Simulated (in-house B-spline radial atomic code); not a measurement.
# Be⁺: numerical settings, good and bad

Which of these inputs for Be⁺ still give the converged answer?

Method: Dirac-Hartree-Fock, average of configuration, Fermi nucleus, basis-set limit. Code: in-house B-spline radial atomic code version 1.

**1. What is computed**

- element: beryllium (Z = 4)
- charge: +1
- electrons: 3
- configuration: [He] 2s1
- Hamiltonian: Dirac-Coulomb
- nucleus: Fermi, rms radius 2.519 fm

The outer shells:

[He] 2s1
```
[He] core
2s [↑ ]
```

The boxes draw the filling by Hund's rule, which heavy ions in jj coupling don't follow; these runs average over all states of the configuration.

A run counts as converged when the orbital gradient is under the tolerance times 10 hartree (or under the basis's noise floor) and the energy moved by less than 1e-8 hartree times the root of its size. Energy differences under 4e-08 hartree are noise.

Input settings:

```ini
Z = 4
electrons = 3.0
configuration = [He] 2s1
hamiltonian = dirac
method = hf
spin_polarised = False
nucleus = fermi
rms_radius = 2.519
mass_number = 9
atomic_mass = 9.012183062
speed_of_light = 137.035999084
knot_spacing = 0.22
spline_order = 8
gauss_points = 12
box_radius = 35.29
max_iterations = 70
damping = 0.5
damped_steps = 3
diis_vectors = 10
tolerance = 1e-08
start = Thomas-Fermi
```

From the earlier run of the reference: total energy -14.280215 hartree. Levels, eight at most:

| orbital | occupation | energy (eV) | <r> (bohr) |
| --- | --- | --- | --- |
| 1s1/2 | 2 | -139.85 | 0.4149 |
| 2s1/2 | 1 | -18.130 | 2.280 |

**2. Starting potential bare nucleus**

Input settings:

```ini
Z = 4
electrons = 3.0
configuration = [He] 2s1
hamiltonian = dirac
method = hf
spin_polarised = False
nucleus = fermi
rms_radius = 2.519
mass_number = 9
atomic_mass = 9.012183062
speed_of_light = 137.035999084
knot_spacing = 0.22
spline_order = 8
gauss_points = 12
box_radius = 35.29
max_iterations = 70
damping = 0.5
damped_steps = 3
diis_vectors = 10
tolerance = 1e-08
start = bare nucleus
```

Launch:

```sh
python run_scf.py task.json out
```

The settings of every run stand in task.json; they run in order.

**3. Gauss points an interval 8; cap on iterations 50; damping (share of the old matrix) 0.95; number of DIIS vectors 20; convergence tolerance 1e-13**

The settings differ from step 2 so:

```diff
@@ -13,9 +13,9 @@
 spline_order = 8
-gauss_points = 12
+gauss_points = 8
 box_radius = 35.29
-max_iterations = 70
-damping = 0.5
+max_iterations = 50
+damping = 0.95
 damped_steps = 3
-diis_vectors = 10
-tolerance = 1e-08
-start = bare nucleus
+diis_vectors = 20
+tolerance = 1e-13
+start = Thomas-Fermi
```

**4. Knot spacing (logarithmic) 0.1; Gauss points an interval 5; box radius 3.53; cap on iterations 5**

Input settings:

```ini
Z = 4
electrons = 3.0
configuration = [He] 2s1
hamiltonian = dirac
method = hf
spin_polarised = False
nucleus = fermi
rms_radius = 2.519
mass_number = 9
atomic_mass = 9.012183062
speed_of_light = 137.035999084
knot_spacing = 0.1
spline_order = 8
gauss_points = 5
box_radius = 3.53
max_iterations = 5
damping = 0.5
damped_steps = 3
diis_vectors = 10
tolerance = 1e-08
start = Thomas-Fermi
```

**5. First knot 0.0025; cap on iterations 50; number of damped steps 0**

The settings differ from step 4 so:

```diff
@@ -11,9 +11,10 @@
 speed_of_light = 137.035999084
-knot_spacing = 0.1
+knot_spacing = 0.22
 spline_order = 8
-gauss_points = 5
-box_radius = 3.53
-max_iterations = 5
+gauss_points = 12
+box_radius = 35.29
+first_knot = 0.0025
+max_iterations = 50
 damping = 0.5
-damped_steps = 3
+damped_steps = 0
 diis_vectors = 10
```

**6. Gauss points an interval 5; box radius 5.29; first knot 0.0025; cap on iterations 100; number of damped steps 8**

The settings differ from step 5 so:

```diff
@@ -13,8 +13,8 @@
 spline_order = 8
-gauss_points = 12
-box_radius = 35.29
+gauss_points = 5
+box_radius = 5.29
 first_knot = 0.0025
-max_iterations = 50
+max_iterations = 100
 damping = 0.5
-damped_steps = 0
+damped_steps = 8
 diis_vectors = 10
```

**7. Knot spacing (logarithmic) 0.4; box radius 1.41; cap on iterations 8; number of DIIS vectors 4**

Input settings:

```ini
Z = 4
electrons = 3.0
configuration = [He] 2s1
hamiltonian = dirac
method = hf
spin_polarised = False
nucleus = fermi
rms_radius = 2.519
mass_number = 9
atomic_mass = 9.012183062
speed_of_light = 137.035999084
knot_spacing = 0.4
spline_order = 8
gauss_points = 12
box_radius = 1.41
max_iterations = 8
damping = 0.5
damped_steps = 3
diis_vectors = 4
tolerance = 1e-08
start = Thomas-Fermi
```

**8. Configuration [He] 2s1 3p-1**

In configurations, a minus sign after the shell means j = l − 1/2 and a plus sign j = l + 1/2; the count of electrons follows.

Input settings:

```ini
Z = 4
electrons = 4.0
configuration = [He] 2s1 3p-1
hamiltonian = dirac
method = hf
spin_polarised = False
nucleus = fermi
rms_radius = 2.519
mass_number = 9
atomic_mass = 9.012183062
speed_of_light = 137.035999084
knot_spacing = 0.22
spline_order = 8
gauss_points = 12
box_radius = 35.29
max_iterations = 100
damping = 0.5
damped_steps = 3
diis_vectors = 10
tolerance = 1e-08
start = Thomas-Fermi
```

Before running: Which of these runs converge to the reference energy, which miss it and by about how much, and which fail?

As calculated:

| run | outcome | iterations | energy less the reference (hartree) |
| --- | --- | --- | --- |
| reference | converged | 7 | 0 |
| starting potential bare nucleus | converged | 7 | below noise |
| Gauss points an interval 8; cap on iterations 50; damping (share of the old matrix) 0.95; number of DIIS vectors 20; convergence tolerance 1e-13 | converged | 7 | below noise |
| knot spacing (logarithmic) 0.1; Gauss points an interval 5; box radius 3.53; cap on iterations 5 | not converged | 5 | - |
| first knot 0.0025; cap on iterations 50; number of damped steps 0 | converged | 5 | -4.3e-07 |
| Gauss points an interval 5; box radius 5.29; first knot 0.0025; cap on iterations 100; number of damped steps 8 | converged | 11 | +0.0088 |
| knot spacing (logarithmic) 0.4; box radius 1.41; cap on iterations 8; number of DIIS vectors 4 | converged | 7 | +4.29 |
| Configuration [He] 2s1 3p-1 | converged | 7 | other system or model |

What this shows: Of 7 changed inputs, 3 gave the reference energy within 1e-05 hartree, 2 converged to another value, 1 changed the system or the model and 1 did not converge. The worst converged miss is +4.29 hartree (knot spacing (logarithmic) 0.4; box radius 1.41; cap on iterations 8; number of DIIS vectors 4): that the iterations converge says nothing of the basis, the quadrature or the box.
